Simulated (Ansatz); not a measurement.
**CdSe (Cadmoselite): further runs on the relaxed cell**

One table from this session's results is given with a row withheld; the runs are named, their logs left out.

The COD entry's cell or inner coordinates are ideal or old and differ from later refinements, so a difference from it is no clean test against experiment.

Program: Ansatz 0.2.0. Level of theory: DFT PBE, scalar-relativistic, plane waves, PAW. These are calculated values, not measurements.

2 further runs of the same task are left out: 2 set aside as unsound or not needed.

### The structure to begin with

Symmetry: P6_3mc, No. 186, hexagonal system. The conventional cell has a = 4.383 Å, b = 4.383 Å, c = 7.156 Å, α = 90.00°, β = 90.00°, γ = 120.00°. Cd (site symmetry 3m) has 4 Se at 2.68 to 2.69 Å as nearest neighbours. Se (site symmetry 3m) has 4 Cd at 2.68 to 2.69 Å as nearest neighbours.

Coordinates:

```
CELL_PARAMETERS angstrom
4.38255 0.00000 0.00000
-2.19128 3.79540 0.00000
0.00000 0.00000 7.15563
ATOMIC_POSITIONS crystal
Cd 0.33333 0.66667 0.00461
Cd 0.66667 0.33333 0.50461
Se 0.33333 0.66667 0.38039
Se 0.66667 0.33333 0.88039
```

This cell was relaxed beforehand with the same method: volume 29.76 Å³/atom, gap on the mesh 0.54 eV.

Set-up of the first run:

input.yaml

```yaml
crystal:
  lattice:
    - [4.3382836119, 0.0, 0.0]
    - [-2.169141806, 3.7570638167, 0.0]
    - [0.0, 0.0, 7.0833442652]
  atoms:
    - { symbol: Cd, position: [0.3333333333, 0.6666666667, 0.0046130448] }
    - { symbol: Cd, position: [0.6666666667, 0.3333333333, 0.5046130448] }
    - { symbol: Se, position: [0.3333333333, 0.6666666667, 0.3803869552] }
    - { symbol: Se, position: [0.6666666667, 0.3333333333, 0.8803869552] }
basis:
  ecutwfc: 420
kpoints:
  mp_grid: { grid: [9, 9, 6] }
hamiltonian:
  xc: pbe
scf:
  occupations: { method: gaussian, width: 0.02 }
output:
  forces: true
  stress: true
  eigenvalues: true
relax:
  adjacent_minimum: "off"
  f_tol: 0.01
  max_steps: 30
  cell: { stress_tol: 0.1, fix: [volume] }
```

On the command line:

```console
$ ansatz run input.yaml --threads 2 --pin off --max-ram 5120MiB --backend cpu --events-out ev --progress --plain --runs-dir out
```

Among the steps run: Volume × 0.97; The cell scaled to 1.03 of its volume; The cell scaled to 0.94 of its volume; Volume × 1.06; The cell scaled to 0.91 of its volume; Point at V/V0 = 1.10; Volume × 0.88.

One table of the session follows, with a row left open; its other results are not shown here.

It belongs to the step «Equation of state». 

| volume (Å³/atom) | energy above the lowest point (meV/atom) | pressure (GPa) | gap on the mesh (eV) |
| --- | --- | --- | --- |
| 26.185 | 75.8 | 7.68 | 0.82 |
| 27.078 | 40.1 | 5.24 | 0.75 |
| 27.971 | 16.8 | 3.19 | 0.68 |
| 28.863 | 4.0 | 1.46 | 0.61 |
| 29.756 | 0.0 | 0.00 | 0.54 |
| 30.649 | ? | ? | ? |
| 31.541 | 13.3 | -2.27 | 0.42 |
| 32.731 | 34.5 | -3.40 | 0.34 |

Estimate the missing values for volume (Å³/atom) = 30.649.

Worked estimate for «energy above the lowest point (meV/atom)». A straight line through the neighbours (29.756, 0.0) and (31.541, 13.3) gives 0.0 + (13.3 − 0.0) × (30.649 − 29.756) / (31.541 − 29.756) = 6.7; a parabola fitted to 4 rows on both sides gives 3.6.

The run gave: energy above the lowest point (meV/atom): 3.5; pressure (GPa): -1.23; gap on the mesh (eV): 0.48. In «energy above the lowest point (meV/atom)» the line misses by +3.2 and the parabola by +0.1.
